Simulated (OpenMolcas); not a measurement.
# Ni²⁺ among point charges: CASSCF and CASPT2 levels and susceptibility

How does a field of 8 point charges split the states of Ni²⁺, and what χT follows?

The numbers are computed with OpenMolcas 26.06 (state-averaged CASSCF and CASPT2, spin-orbit coupling by RASSI with atomic mean-field integrals), except any that are marked as measured or tabulated.

### Step 1. The atom as given

```
Species                           : Ni²⁺ (nickel, Z = 28, 26 electrons)
Basis                             : ANO-RCC-VDZP [5s4p2d1f], 34 functions
Scalar Hamiltonian                : DKH2, point nucleus
Inactive shells                   : 1s 2s 2p 3s 3p
Active space                      : 8 electrons in 5 orbitals (3d)
Some configurations of this space : 3d8
Orbitals                          : optimised for each spin and parity, averaged over all roots
```

Outer shells as boxes (Hund's rule):

3d8
```
3d [↑↓][↑↓][↑↓][↑ ][↑ ]
```

The ion sits among 8 point charges of -1.28 e arranged as a cube (Oh), 1.81 Å from the ion.

Each step is its own input file, run in one work folder so that later steps find the files of earlier ones. Labels, J, g values, rates, χT and fits are worked out afterwards by a script from the matrices that RASSI stores. The input lists half of the charges; inversion (Group=XYZ) makes the rest.

### Step 2. Basis and integrals

a.inp

```
&GATEWAY
Coord
1

Ni 0.0 0.0 0.0
Basis=ANO-RCC-VDZP
Group=XYZ
NoMove
AngMom=0.0 0.0 0.0
AMFI
XField
4 Angstrom 0
1.045004 1.045004 1.045004 -1.280000
1.045004 1.045004 -1.045004 -1.280000
1.045004 -1.045004 1.045004 -1.280000
1.045004 -1.045004 -1.045004 -1.280000
&SEWARD
```

Run with:

```bash
$ OMP_NUM_THREADS=1 MOLCAS_MEM=1689 MOLCAS_PROJECT=a pymolcas a.inp > a.log
```

### Step 3. CASSCF: triplets of even parity, 10 roots

a.inp

```
&RASSCF
FileOrb=start.orb
Symmetry=1
Spin=3
nActEl=8 0 0
Inactive=3 6
Ras2=5 0
CIRoot=10 10 1
SDav=10
CIMx=300
Iter=120 100
PrWF=0.3
OrbListing=Nothing
MaxOrb=0
>>> COPY $Project.JobIph JOB001
```

start.orb holds the contracted functions of the basis, ordered by shell, or the orbitals of the step before.

### Step 4. Reference wave functions, singlets of even parity, 15 roots

a.inp

```
&RASSCF
FileOrb=start.orb
Symmetry=1
Spin=1
nActEl=8 0 0
Inactive=3 6
Ras2=5 0
CIRoot=15 15 1
SDav=15
CIMx=300
Iter=120 100
PrWF=0.3
OrbListing=Nothing
MaxOrb=0
>>> COPY $Project.JobIph JOB002
```

### Step 5. State interaction with spin-orbit coupling

a.inp

```
&RASSI
NrOfJobIphs=2 10 15
1 2 3 4 5 6 7 8 9 10
1 2 3 4 5 6 7 8 9 10 11 12 13 14 15
IphNames
JOB001
JOB002
EJob
SpinOrbit
DIPRint=1.0
SOCoupling=1000.0
Subsets=2
Property=9
'ANGMOM' 1 'ANGMOM' 2 'ANGMOM' 3 'MLTPL  1' 1 'MLTPL  1' 2 'MLTPL  1' 3
'AMFI' 1 'AMFI' 2 'AMFI' 3
SOProperty=3
'ANGMOM' 1 'ANGMOM' 2 'ANGMOM' 3
```

### Step 6. CASPT2: IPEA 0.25, imaginary shift 0.1 (closed shells correlated: 3s 3p)

a.inp

```
>>> COPY JOB001 $Project.JobIph
&CASPT2
Multistate=10 1 2 3 4 5 6 7 8 9 10
NoMult
Frozen=2 3
IPEA=0.25
Imaginary=0.1
MaxIter=60
WThr=0.0 0.3 0.05
PrWF=0.5
NoMix
>>> COPY JOB002 $Project.JobIph
&CASPT2
Multistate=15 1 2 3 4 5 6 7 8 9 10 11 12 13 14 15
NoMult
Frozen=2 3
IPEA=0.25
Imaginary=0.1
MaxIter=60
WThr=0.0 0.3 0.05
PrWF=0.5
NoMix
```

(Steps that only read results are left out.)

Before running it: what results should come out? Wanted: spin-free ground state; first state of the same spin within the active space; lowest level; next level.

**Answer**, as computed:

| quantity | value |
| --- | --- |
| method | SS-CASPT2, IPEA 0.25, imaginary shift 0.1 (closed shells correlated: 3s 3p) |
| spin-free ground state | 3T1, 3-fold in its orbital part |
| first state of the same spin within the active space | 3T2 at 3260 cm⁻¹ |
| lowest level | 1-fold A1 |
| next level | 401.8 cm⁻¹ |
| χT at 300 K | 2.53 cm³ K/mol |
| effective moment at 300 K | 4.50 μB |

Cost by method:

| method | time of its own steps | time with the reference |
| --- | --- | --- |
| A. CASSCF | 5.2 s | 5.2 s |
| B. SS-CASPT2, IPEA 0.25, imaginary shift 0.1, +3s 3p | 1.8 s | 7.1 s |

Times are of one thread on a shared host.

In words: The spin-free ground state (3T1) comes to 99 % from free-ion F terms and keeps the highest spin of the shell. χT at 300 K is 2.53, against 1.00 cm³ K/mol for the spin alone, so orbital moment adds to it. A ligand-field fit to the states below 45000 cm-1 gives 10Dq = -5183 cm-1, B = 1137 cm-1 and C = 4287 cm-1 (C/B = 3.77), with a deviation of 612 cm-1. CASPT2 does not keep the components of a term degenerate, and the means are used. The field of point charges can differ much from that of real complexes. Point charges carry no covalency, so the field is a model and not that of real ligands.
